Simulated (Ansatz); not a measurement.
# Hf2NbN2: properties of a relaxed candidate

The task, for Hf2NbN2: see whether it has a gap, which orbitals make up the states near it and how charge is shared.

Computed with Ansatz 0.2.0 (DFT PBE, scalar-relativistic, plane waves, PAW, unless a step's input says otherwise).

1 further run of the same task is left out (it didn't finish). Runs told in other sessions of the task aren't counted.

### Step 1. Starting point

The structure is tetragonal, space group I4/mmm (No. 139). The conventional cell has a = 5.285 Å, b = 5.285 Å, c = 5.422 Å, α = 90.00°, β = 90.00°, γ = 90.00°. Hf (site symmetry -4m2) has 2 Hf at 2.71 Å and 4 N at 2.73 Å and 4 Nb at 2.97 Å in its first shell of neighbours. Around Nb (site symmetry 4/mmm) lie 2 N at 2.04 Å. N (site symmetry 4mm) is surrounded by 1 N at 1.34 Å and 1 Nb at 2.04 Å.

As a file:

```cif
data_structure
_symmetry_space_group_name_H-M 'P 1'
_symmetry_Int_Tables_number 1
_cell_length_a 4.6169
_cell_length_b 4.6169
_cell_length_c 4.6169
_cell_angle_alpha 110.170
_cell_angle_beta 110.170
_cell_angle_gamma 108.082
_cell_volume 75.72
loop_
_atom_site_label
_atom_site_type_symbol
_atom_site_fract_x
_atom_site_fract_y
_atom_site_fract_z
_atom_site_occupancy
Hf1 Hf 0.25000 0.75000 0.50000 1
Hf2 Hf 0.75000 0.25000 0.50000 1
Nb1 Nb 0.50000 0.50000 0.00000 1
N1 N 0.12346 0.12346 0.00000 1
N2 N 0.87654 0.87654 0.00000 1
```

It is the end of an earlier relaxation with the same method, from a generated guess; it is a trial structure. At a tolerance of 0.05 Å it has space group I4/mmm (No. 139); it has 15.14 Å³/atom, an uncorrected energy of +0.30 eV/atom over the elements.

### Step 2. Electronic structure at the relaxed geometry

Input file input.yaml:

```yaml
crystal:
  lattice:
    - [-2.6425030837, 2.6425030837, 2.7110274601]
    - [2.6425030837, -2.6425030837, 2.7110274601]
    - [2.6425030837, 2.6425030837, -2.7110274601]
  atoms:
    - { symbol: Hf, position: [0.25, 0.75, 0.5] }
    - { symbol: Hf, position: [0.75, 0.25, 0.5] }
    - { symbol: Nb, position: [0.5, 0.5, 0.0] }
    - { symbol: "N", position: [0.1234578582, 0.1234578582, 0.0] }
    - { symbol: "N", position: [0.8765421418, 0.8765421418, 0.0] }
basis:
  ecutwfc: 420
kpoints:
  mp_grid: { grid: [10, 10, 10] }
  band_path:
    path:
      - [[0.0, 0.0, 0.0], [0.0, 0.0, 0.5], [0.25, 0.25, 0.25], [0.0, 0.5, 0.0], [0.0, 0.0, 0.0], [0.5, 0.5, -0.5], [0.48752164, 0.51247836, -0.48752164]]
      - [[-0.48752164, 0.48752164, 0.48752164], [0.0, 0.0, 0.0]]
      - [[0.0, 0.0, 0.5], [-0.47504328, 0.47504328, 0.5]]
      - [[0.5, 0.5, -0.47504328], [0.5, 0.5, -0.5]]
    npoints: 14
hamiltonian:
  xc: pbe
scf:
  occupations: { method: gaussian, width: 0.1 }
  n_extra_bands: 12
output:
  forces: true
  stress: true
  eigenvalues: true
  populations: true
  dos: { projected: true, de: 0.02, nscf_kmesh: { grid: [12, 12, 12] } }
  bader: true
  write_density: true
  write_potential: true
  elf: true
  volumetric_format: npy
```

Run with:

```bash
$ ansatz run input.yaml --threads 1 --pin off --max-ram 2560MiB --backend cpu --events-out ev --progress --plain --runs-dir out
```

**Question.** What will these runs give? Wanted: gap; states at the Fermi level; Bader charges.

As calculated:

```
                 quantity                          value
                      gap                   none (metal)
states at the Fermi level           4.13 per eV per cell
            Bader charges  Hf +0.92, Nb +0.10, N -0.97 e
```

In words: There is no gap at this level. Of the projected weight within 0.25 eV of the Fermi level, the largest part is Hf 5d (57 %) and Nb 4d (29 %). Bader charges go up to 1.0 e. Spin-orbit coupling is left out, which matters for the bands of Hf. The final runs have no spin polarisation, so a magnetic state may lie lower.
